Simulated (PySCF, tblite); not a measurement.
# C4H10FNSi2: geometry, infrared bands and NMR shifts

What infrared bands and NMR shifts should C4H10FNSi2 (`N#CC[SiH2]C[C@H](F)[SiH3]`) show?

Programs: tblite 0.8.0 and PySCF 2.14.0, with density-fitted response routines of our own. Each step states its level of theory. These are calculated values for one molecule in the gas phase, unless marked as measured. Atoms count from 0, in the outputs and in this text.

## Step 1: Starting geometry

18 atoms, charge 0, multiplicity 1; geometry from: force field or distance geometry start.

Bonds of the start (Å): N0–C1 1.16, C1–C2 1.47, C2–Si3 1.87, Si3–C4 1.88, C4–C5 1.52, C5–F6 1.36, C5–Si7 1.88, C2–H8 1.09, C2–H9 1.10, Si3–H10 1.48, Si3–H11 1.49, C4–H12 1.09, C4–H13 1.09, C5–H14 1.09, Si7–H15 1.49, Si7–H16 1.49, Si7–H17 1.49.

## Step 2: Relaxing the molecule with GFN2-xTB

The job: settings as JSON, then the geometry in Å.

```
{"job": {"kind": "relax", "xc": "GFN2-xTB", "basis": "xTB"}, "charge": 0, "multiplicity": 1}
N     -3.151400     1.297300     1.561400
C     -2.803900     0.381600     0.949200
C     -2.340000    -0.791900     0.195700
Si    -1.244600    -0.305300    -1.234800
C      0.323900     0.549700    -0.653600
C      1.257100    -0.326400     0.171600
F      0.590200    -0.684200     1.305700
Si     2.879100     0.475700     0.698300
H     -1.819300    -1.487600     0.856300
H     -3.225900    -1.326500    -0.191400
H     -1.972900     0.566500    -2.177600
H     -0.858200    -1.532500    -1.984400
H      0.844200     0.915900    -1.543300
H      0.032900     1.434400    -0.085300
H      1.491500    -1.244400    -0.359600
H      2.631200     1.717300     1.482500
H      3.663600     0.835600    -0.510400
H      3.693900    -0.469000     1.507900
```

Command:

```sh
$ OMP_NUM_THREADS=1 python probes_run.py task.json out
```

The driver reads the jobs from task.json and runs them one after another.

**Question.** This job is followed by: GFN2-xTB harmonic vibrations, gas phase; GIAO PBE0/pcSseg-1 NMR shielding, non-relativistic, gas phase. Predict these results of the whole session: strongest single infrared mode (GFN2-xTB); zero-point energy (GFN2-xTB); ¹³C shifts against TMS (PBE0/pcSseg-1); ¹H shifts against TMS (PBE0/pcSseg-1, means over atoms taken as alike); ¹⁵N shifts against NH3 (PBE0/pcSseg-1); ²⁹Si shifts against TMS (PBE0/pcSseg-1); ¹⁹F shifts against CFCl3 (PBE0/pcSseg-1).

**Answer**, as computed:

| quantity | value |
| --- | --- |
| strongest single infrared mode (GFN2-xTB) | 773 cm⁻¹, 661 km/mol |
| zero-point energy (GFN2-xTB) | 76.9 kcal/mol |
| ¹³C shifts against TMS (PBE0/pcSseg-1) | 123.0, 91.1, 19.3, 0.0 ppm |
| ¹H shifts against TMS (PBE0/pcSseg-1, means over atoms taken as alike) | 5.14, 4.42, 4.41, 4.00, 2.14, 2.00, 1.61, 0.98 ppm |
| ¹⁵N shifts against NH3 (PBE0/pcSseg-1) | 295.8 ppm |
| ²⁹Si shifts against TMS (PBE0/pcSseg-1) | -36.9, -67.1 ppm |
| ¹⁹F shifts against CFCl3 (PBE0/pcSseg-1) | -240.4 ppm |

**Reading.** Relaxing lowered the energy by 0.213 eV in 123 steps; the close pair that moved most is C2–Si3, from 1.866 to 1.921 Å. No mode is imaginary among the 48: a minimum at this level. GFN2-xTB is a fitted tight-binding method: band positions and strengths are rough. Its intensities can rank the bands wrongly. At PBE0/pcSseg-1: Shielding is most anisotropic at N0 (span 507 ppm, paramagnetic term -369 ppm).
